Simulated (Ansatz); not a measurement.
# C3H7F2NSi: the cost of one run

Program: Ansatz 0.2.0. Level of theory: RKS B3LYP-D4/6-31G. These are calculated values, not measurements.

## 1. Starting point

Bond lengths: C1–C2 1.578 Å, C2–F3 1.353 Å, C2–N4 1.436 Å, N4–Si5 1.673 Å, C2–C6 1.597 Å, Si5–C6 1.883 Å, C6–F7 1.363 Å, C1–H8 1.070 Å, C1–H9 1.099 Å, C1–H10 1.061 Å, N4–H11 0.995 Å, Si5–H12 1.449 Å, Si5–H13 1.529 Å, C6–H14 1.069 Å. Angles (14 of 27 angles, heavy atoms first): C1–C2–F3 109.0°, C1–C2–N4 113.5°, C1–C2–C6 114.1°, F3–C2–N4 111.5°, F3–C2–C6 115.5°, N4–C2–C6 92.5°, C2–N4–Si5 97.2°, N4–Si5–C6 75.9°, C2–C6–Si5 84.0°, C2–C6–F7 117.6°, Si5–C6–F7 117.4°, C2–C1–H8 108.6°, C2–C1–H9 105.6°, C2–C1–H10 109.0°.

Structure file:

```xyz
14

C     0.4228   -1.7520    0.5194
C    -0.1331   -0.2758    0.5655
F    -0.5945   -0.0165    1.8103
N    -1.1303   -0.0074   -0.4330
Si   -0.7120    1.5862   -0.7226
C     0.8638    0.8159   -0.0383
F     1.5952    1.5582    0.8408
H     1.2626   -1.8218    1.1789
H    -0.4048   -2.3911    0.8579
H     0.7058   -1.9842   -0.4760
H    -1.1040   -0.5472   -1.2684
H    -0.7379    1.8478   -2.1480
H    -1.5160    2.5289    0.1727
H     1.4694    0.4299   -0.8303
```

## 2. Preparing the start

Input file input.yaml:

```yaml
crystal:
  periodic: [false, false, false]
  atoms:
    - { symbol: C, position_ang: [0.4228, -1.752, 0.5194] }
    - { symbol: C, position_ang: [-0.1331, -0.2758, 0.5655] }
    - { symbol: F, position_ang: [-0.5945, -0.0165, 1.8103] }
    - { symbol: "N", position_ang: [-1.1303, -0.0074, -0.433] }
    - { symbol: Si, position_ang: [-0.712, 1.5862, -0.7226] }
    - { symbol: C, position_ang: [0.8638, 0.8159, -0.0383] }
    - { symbol: F, position_ang: [1.5952, 1.5582, 0.8408] }
    - { symbol: H, position_ang: [1.2626, -1.8218, 1.1789] }
    - { symbol: H, position_ang: [-0.4048, -2.3911, 0.8579] }
    - { symbol: H, position_ang: [0.7058, -1.9842, -0.476] }
    - { symbol: H, position_ang: [-1.104, -0.5472, -1.2684] }
    - { symbol: H, position_ang: [-0.7379, 1.8478, -2.148] }
    - { symbol: H, position_ang: [-1.516, 2.5289, 0.1727] }
    - { symbol: H, position_ang: [1.4694, 0.4299, -0.8303] }
basis:
  gaussian: { orbitals: "6-31G" }
hamiltonian:
  xc: b3lyp
  dispersion: d4
relax:
  f_tol: 0.02
  max_steps: 40
output:
  orbitals: {}
```

Started as:

```sh
ansatz run input.yaml --threads 1 --pin off --max-ram 2048MiB --backend cpu --events-out ev --progress --plain --runs-dir out
```

**Question.** How long does this run take on 1 thread of AMD EPYC 9R45 (Zen 5), shared host, and how much memory does it need?

About 41 s, with a peak of 0.23 GiB.
